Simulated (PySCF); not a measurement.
# C3H8AsBO: electronic excitations

Aim: predict the electronic excitations of C3H8AsBO (`C=CCB(O)[AsH2]`).

Computed with PySCF 2.14.0, with density-fitted response routines of our own, on a single molecule in the gas phase. Atoms are numbered from 0 throughout.

## (1) Starting geometry

14 atoms, charge 0, multiplicity 1; geometry from: GFN2-xTB.

Bonds of the start (Å): C0–C1 1.32, C1–C2 1.50, C2–B3 1.61, B3–O4 1.33, B3–As5 2.03, C0–H6 1.08, C0–H7 1.08, C1–H8 1.08, C2–H9 1.09, C2–H10 1.09, O4–H11 0.96, As5–H12 1.50, As5–H13 1.50.

## (2) TDDFT and polarisability: B3LYP/def2-SVPD

The job: settings as JSON, then the geometry in Å.

```
{"job": {"kind": "uv", "xc": "B3LYP", "basis": "def2-SVPD", "nstates": 8, "ntriplets": 3}, "charge": 0, "multiplicity": 1}
C     -1.574693    -1.346109    -0.597488
C     -1.399027    -0.042836    -0.459603
C     -0.584833     0.587196     0.627574
B      0.918863     0.751430     0.089149
O      1.487424     1.943444    -0.100606
As     2.021158    -0.846924    -0.514661
H     -2.141069    -1.763800    -1.412005
H     -1.173195    -2.047286     0.118055
H     -1.814417     0.640897    -1.190382
H     -0.593039    -0.066986     1.503434
H     -1.030919     1.543724     0.916497
H      0.991902     2.737675     0.114415
H      3.246377    -0.390924     0.218321
H      1.644790    -1.699975     0.665134
```

Level: TDDFT B3LYP/def2-SVPD, vertical, gas phase, core orbitals frozen in the response.

Command:

```
> OMP_NUM_THREADS=1 python probes_run.py task.json out
```

This one command runs all jobs of the session in turn.

Log:

```text
coarse grid: 53008 points
cycle   1  E = -2454.6268052648  dE = -1.679e-01  |g| = 7.293e-01  |ddm| = 5.696e+00
cycle   2  E = -2454.4782339571  dE =  1.486e-01  |g| = 1.136e+00  |ddm| = 1.909e+00
cycle   3  E = -2454.7306259787  dE = -2.524e-01  |g| = 1.506e-01  |ddm| = 1.048e+00
cycle   4  E = -2454.7352770125  dE = -4.651e-03  |g| = 3.708e-02  |ddm| = 2.113e-01
cycle   5  E = -2454.7356234646  dE = -3.465e-04  |g| = 1.033e-02  |ddm| = 7.211e-02
cycle   6  E = -2454.7356481559  dE = -2.469e-05  |g| = 3.905e-03  |ddm| = 2.052e-02
cycle   7  E = -2454.7356521942  dE = -4.038e-06  |g| = 8.843e-04  |ddm| = 6.022e-03
final grid: 112096 points
cycle   8  E = -2454.7355384144  dE =  2.658e-08  |g| = 1.611e-03  |ddm| = 1.889e-02
cycle   9  E = -2454.7355368145  dE =  1.600e-06  |g| = 2.970e-03  |ddm| = 5.650e-03
cycle  10  E = -2454.7355390815  dE = -2.267e-06  |g| = 1.281e-04  |ddm| = 3.628e-03
cycle  11  E = -2454.7355390865  dE = -4.949e-09  |g| = 3.582e-05  |ddm| = 2.214e-04
cycle  12  E = -2454.7355390867  dE = -2.428e-10  |g| = 1.217e-05  |ddm| = 4.840e-05
converged SCF energy = -2454.7355390867

Static polarisability (au): isotropic 87.207, principal 71.024 92.459 98.137

Singlet excitations
state   eV       nm        f      main configurations
  1   4.8758    254.3   0.02556   H->L 0.96
  2   5.5465    223.5   0.05006   H->L+1 0.96
  3   5.8616    211.5   0.04275   H-1->L 0.70, H->L+2 0.25
  4   6.1081    203.0   0.01497   H->L+2 0.65, H-1->L 0.18
  5   6.3319    195.8   0.02641   H->L+3 0.54, H-1->L+1 0.41
  6   6.4560    192.0   0.02698   H-1->L+1 0.55, H->L+3 0.34
  7   6.5971    187.9   0.02438   H-2->L 0.81
  8   6.7488    183.7   0.04057   H->L+4 0.76, H-1->L+2 0.09

Triplet excitations (Tamm-Dancoff, eV): 4.0876 4.6540 5.3351
```

Run time: 43 s. Hardware: 1 thread of Arm Neoverse V2, shared host; peak memory 0.83 GiB.

Frontier orbitals and where they lie:

| orbital | eV | atoms |
| --- | --- | --- |
| HOMO−3 | -9.40 | As5 31 %, H13 20 %, H12 11 % |
| HOMO−2 | -8.44 | As5 36 %, B3 17 %, H12 12 % |
| HOMO−1 | -7.42 | C0 26 %, C1 24 %, As5 20 % |
| HOMO | -6.61 | As5 43 %, B3 13 %, C0 10 % |
| LUMO | -0.82 | B3 24 %, C0 15 %, C1 14 % |
| LUMO+1 | -0.29 | B3 33 %, O4 24 %, H11 16 % |
| LUMO+2 | 0.32 | C1 22 %, As5 19 %, C0 14 % |

With each of the 8 states as a Gaussian band of 0.4 eV half-width at 1/e, the curve within the window shown has maxima at 212 nm (ε 3,700), 191 nm (ε 4,400) L/(mol cm). Beyond the last state computed it falls off for lack of states. The curve at chosen wavelengths:

```tsv
nm	ε (L/mol/cm)
176	1379
181	2810
185	3813
190	4381
194	4303
199	3938
203	3718
208	3651
212	3673
217	3600
222	3289
226	2881
231	2298
235	1885
240	1524
244	1361
249	1255
254	1169
258	1074
263	910
267	756
272	560
276	418
281	273
285	186
290	110
```

Leading natural transition orbitals of singlet state 2: the hole lies on As5 39 %; B3 14 %; C0 10 %; the particle on H11 39 %; O4 13 %; H10 9 %.

Leading natural transition orbitals of singlet state 1: the hole lies on As5 41 %; B3 16 %; C0, C2 about 8 % each; the particle on B3 39 %; O4 9 %; C0, C1 about 8 % each.

Further results of this job:

| property | computed |
| --- | --- |
| dipole moment (D) | 2.54 |
| polarisability (Å³) | 12.92 |
| HOMO–LUMO gap (eV) | 5.79 |
| −ε(HOMO) (eV) | 6.61 |

The fields below are evaluated on a grid from the run's orbitals.

Frontier orbitals at B3LYP/def2-SVPD, with the share of their density that lies nearest to each atom:

| orbital | energy (eV) | lies on |
| --- | --- | --- |
| HOMO | -6.61 | As5 41 %; B3 13 %; C0 10 % |
| LUMO | -0.82 | B3 31 %; C0, C1 about 11 % each; O4 8 % |

ELF in a plane through or near 6 of the atoms.

Ten even steps from ' ' (0.00) to '@' (1.00):
```
                                                        
                                                        
                                                        
                                                        
              ==****::                                  
            ::##@@@@**            ::::..                
          ..--##@@@@++    ..    ==%%%%++..              
        ..==**%%++****::::::::--**%%%%**::..            
        ..++%%%%**%%##..****==**::--++++::....          
          ::++******..----++--**----####====::          
                ::++##****::  ::##%%::::##@@%%==        
          ..::..--**%%%%##::    ++**....%%@@@@++        
        **@@@@@@**::--::::--..  ::****++++****::        
      ..%%@@@@@@##::**++::==::    --==--......          
        **@@@@@@##--::::++++--                          
        ::##%%##======****==::                          
            ..  ....::::::....                          
                      ..                                
                                                        
                                                        
```
The map spans 11.0 Å across and 9.7 Å up, centred on the molecule. Atoms in the plane (x, y in Å): C0 (2.1, -0.5), C1 (1.3, 0.6), B3 (-1.2, 0.3), O4 (-2.1, 1.0), H11 (-2.1, 2.0), H12 (-2.7, -1.8).

log10 of the density (e/Å³) in the same plane.

Ten even steps from '0' (-4.0) to '9' (1.4):
```
0000000000000000000000000000
0000000000000000000000000000
0000000011110000000000000000
0000001222221111111100000000
0000023444433333332221000000
0000134566543444444332100000
0001245787655555565543210000
0001346788765566776653320000
0011346788776667897654331100
0001245677796666787765432100
0001234556776555678876543200
0012344566776555678877543200
0012356677886554566665432100
0012456777997654455554321100
0012356666776554333333210000
0012345555666543222221100000
0001223344444432210000000000
0000112233333322100000000000
0000000111222110000000000000
0000000000000000000000000000
```
The map spans 11.0 Å across and 9.7 Å up, centred on the molecule. Atoms in the plane (x, y in Å): C0 (2.1, -0.5), C1 (1.3, 0.6), B3 (-1.2, 0.3), O4 (-2.1, 1.0), H11 (-2.1, 2.0), H12 (-2.7, -1.8).

On the surface of density 0.002 e/bohr³ the electrostatic potential runs, from the 1st to the 99th percentile, from -0.95 V near O4 to 2.44 V near H11.

## (3) Results

| quantity | value |
| --- | --- |
| lowest singlet (B3LYP/def2-SVPD) | 4.88 eV (254 nm), f = 0.026 |
| brightest single state of those computed | state 2, 5.55 eV, f = 0.050 |
| lowest triplet | 4.09 eV |
| surface potential, 1st and 99th percentile | -0.95 V and 2.44 V |

What this shows: The first singlet state (HOMO→LUMO 0.96) lies at 4.88 eV and is weak; of the 8 states computed, the strongest absorption comes from state 2 at 5.55 eV (the last state computed is bright too, and its partners may lie past the list). The lowest triplet lies 0.79 eV below the lowest singlet (triplets in Tamm-Dancoff, singlets in full TDDFT). At B3LYP/def2-SVPD, counted by nearest atom on the grid, the HOMO lies on As5 41 %; B3 13 %, the LUMO on B3 31 %; C0, C1 about 11 % each.
